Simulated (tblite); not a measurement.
# C5H9BS2Si: the cost of one run

Computed with tblite 0.8.0 and PySCF 2.14.0, with density-fitted response routines of our own, on a single molecule in the gas phase. Atoms count from 0, in the outputs and in this text.

**1. The molecule as given**

18 atoms, charge 0, multiplicity 1; geometry from: force field or distance geometry start.

Bonds of the start (Å): Si0–S1 2.13, S1–C2 1.82, C2–B3 1.55, B3–C4 1.57, C4–C5 1.35, C5–C6 1.35, C6–C7 1.36, C7–S8 1.76, S8–C4 1.84, Si0–H9 1.50, Si0–H10 1.49, Si0–H11 1.45, C2–H12 1.12, C2–H13 1.13, B3–H14 1.20, C5–H15 1.13, C6–H16 1.12, C7–H17 1.09.

**2. Relaxing the molecule with GFN2-xTB**

The job: settings as JSON, then the geometry in Å.

```
{"job": {"kind": "relax", "xc": "GFN2-xTB", "basis": "xTB"}, "charge": 0, "multiplicity": 1}
Si    -3.967500    -0.491100     0.131500
S     -2.677200     0.783600    -0.984600
C     -1.041400     0.052900    -1.316100
B     -0.279600    -0.095800     0.020500
C      1.263500    -0.381200     0.061500
C      2.103800    -0.073400     1.070400
C      3.410100    -0.383900     0.918500
C      3.783900    -0.985500    -0.239900
S      2.330000    -1.165400    -1.218600
H     -5.025200     0.384100     0.744400
H     -4.650500    -1.457500    -0.778700
H     -3.355900    -1.198600     1.241000
H     -1.168800    -0.935700    -1.836700
H     -0.513400     0.696900    -2.075800
H     -0.906500    -0.227800     1.032100
H      1.724200     0.425000     2.007500
H      4.168900    -0.166000     1.711300
H      4.792800    -1.303800    -0.500000
```

On the command line:

```
$ OMP_NUM_THREADS=1 python probes_run.py task.json out
```

The driver reads the jobs from task.json and runs them one after another.

Q: Estimate the wall time and peak memory of this first job on 1 thread of Arm Neoverse N1, shared host.

About 2.2 s, with a peak of 0.18 GiB.
